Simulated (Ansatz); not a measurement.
# ClH4SSi2 radical: small, medium and large basis sets

Aim: see how fast density functionals converge with the basis set for ClH4SSi2 radical.

Program: Ansatz 0.2.0, Gaussian basis. Level of theory: one geometry, several basis sets. These are calculated values, not measurements.

The runs, in order: PBE0-D4/def2-SVP; ωB97M-V/def2-SVP; PBE0-D4/def2-QZVPP; ωB97M-V/def2-QZVPP; the functionals' def2-TZVPP values are taken from earlier runs.

**1. Structure used throughout**

All runs share one geometry, relaxed beforehand with PBE0-D4 in a triple-zeta def2 set.

8 atoms, charge 0, spin multiplicity 2.

Atoms are counted from 1 here; the program's logs count them from 0.

Bond lengths: Si1–S2 2.140 Å, Si1–H5 1.491 Å, Si1–H6 1.488 Å, S2–Si3 2.122 Å, Si3–Cl4 2.053 Å, Si3–H7 1.479 Å, Si3–H8 1.478 Å. Angles: S2–Si1–H5 109.7°, S2–Si1–H6 106.4°, H5–Si1–H6 111.1°, Si1–S2–Si3 98.4°, S2–Si3–Cl4 111.9°, S2–Si3–H7 111.0°, S2–Si3–H8 106.5°, Cl4–Si3–H7 106.7°, Cl4–Si3–H8 108.7°, H7–Si3–H8 112.1°.

**2. PBE0-D4 in def2-SVP**

File in.yaml:

```yaml
crystal:
  periodic: [false, false, false]
  atoms:
    - {symbol: Si, position_ang: [-0.830039, 1.647246, 0.145635]}
    - {symbol: S, position_ang: [0.976946, 0.722979, 0.822599]}
    - {symbol: Si, position_ang: [0.613956, -1.237948, 0.096636]}
    - {symbol: Cl, position_ang: [-1.107304, -2.038698, 0.879156]}
    - {symbol: H, position_ang: [-1.242485, 1.052361, -1.158360]}
    - {symbol: H, position_ang: [-0.531703, 3.098395, 0.001533]}
    - {symbol: H, position_ang: [0.452732, -1.236876, -1.373294]}
    - {symbol: H, position_ang: [1.760097, -2.064559, 0.530295]}
basis:
  gaussian: {orbitals: def2-SVP}
magnetization: {spin_polarized: true, initial_magnetization: 1}
hamiltonian: {xc: pbe0, dispersion: d4}
output: {orbitals: {seedname: orbitals}}
```

After this run come: ωB97M-V in def2-SVP; PBE0-D4 in def2-QZVPP; ωB97M-V in def2-QZVPP.

**Question.** What will the summary of the whole plan be? Wanted: PBE0-D4: double and triple zeta above quadruple; ωB97M-V: double and triple zeta above quadruple.

The runs gave:

| quantity | value |
| --- | --- |
| PBE0-D4: double and triple zeta above quadruple | 15.00, 1.23 eV |
| ωB97M-V: double and triple zeta above quadruple | 14.88, 1.16 eV |

What this shows: PBE0-D4 gains 13.77 eV from double to triple zeta, then 1.23 eV more. These are total energies; as a rule much of such shifts cancels in differences, which this series doesn't test.
